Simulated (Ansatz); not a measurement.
# Cu3O2: the cost of one run

Method: DFT PBE, scalar-relativistic, plane waves, PAW, in Ansatz 0.2.0.

1 further run of the same task is left out (set aside as unsound or not needed). Runs told in other sessions of the task aren't counted.

**1. The system as given**

It takes space group R-3m (No. 166, trigonal). The conventional cell has a = 5.926 Å, b = 5.926 Å, c = 6.587 Å, α = 90.00°, β = 90.00°, γ = 120.00°. Around Cu (site symmetry 2/m) lie 2 O at 1.82 Å. O (site symmetry 3m) has 3 Cu at 1.82 Å in its first shell of neighbours.

As a file:

```
CELL_PARAMETERS angstrom
2.96300 1.71069 2.19579
-2.96300 1.71069 2.19579
0.00000 -3.42138 2.19579
ATOMIC_POSITIONS crystal
Cu 0.50000 0.00000 0.00000
Cu 0.00000 0.50000 0.00000
Cu 0.00000 0.00000 0.50000
O 0.26297 0.26297 0.26297
O 0.73703 0.73703 0.73703
```

The cell was relaxed beforehand at this level, from a generated guess; it needn't be the stable form of this composition. At a tolerance of 0.05 Å it has space group R-3m (No. 166); it has 13.36 Å³/atom, an uncorrected energy of -0.39 eV/atom over the elements.

**2. Electronic structure at the relaxed geometry**

input.yaml

```yaml
crystal:
  lattice:
    - [2.9630035274, 1.7106908842, 2.1957922]
    - [-2.9630035274, 1.7106908842, 2.1957922]
    - [0.0, -3.4213817683, 2.1957922]
  atoms:
    - { symbol: Cu, position: [0.5, 0.0, 0.0] }
    - { symbol: Cu, position: [0.0, 0.5, 0.0] }
    - { symbol: Cu, position: [0.0, 0.0, 0.5] }
    - { symbol: O, position: [0.26297, 0.26297, 0.26297] }
    - { symbol: O, position: [0.73703, 0.73703, 0.73703] }
basis:
  ecutwfc: 420
kpoints:
  mp_grid: { grid: [12, 12, 12] }
  band_path:
    path:
      - [[0.0, 0.0, 0.0], [0.5, 0.0, 0.0], [0.5, -0.5, 0.5], [0.44125883, -0.55874117, 0.44125883]]
      - [[0.44125883, 0.44125883, 0.44125883], [0.0, 0.0, 0.0], [0.5, -0.5, 0.0]]
    npoints: 14
hamiltonian:
  xc: pbe
scf:
  occupations: { method: gaussian, width: 0.1 }
  n_extra_bands: 12
output:
  forces: true
  stress: true
  eigenvalues: true
  populations: true
  dos: { projected: true, de: 0.02, nscf_kmesh: { grid: [15, 15, 15] } }
  bader: true
  write_density: true
  write_potential: true
  elf: true
  volumetric_format: npy
```

Command:

```sh
> ansatz run input.yaml --threads 1 --pin off --max-ram 3072MiB --backend cpu --events-out ev --progress --plain --runs-dir out
```

**Question.** How long does this run take on 1 thread of Intel Xeon Platinum 8488C (Sapphire Rapids), shared host, and how much memory does it need?

About 2.5 min, with a peak of 0.91 GiB.
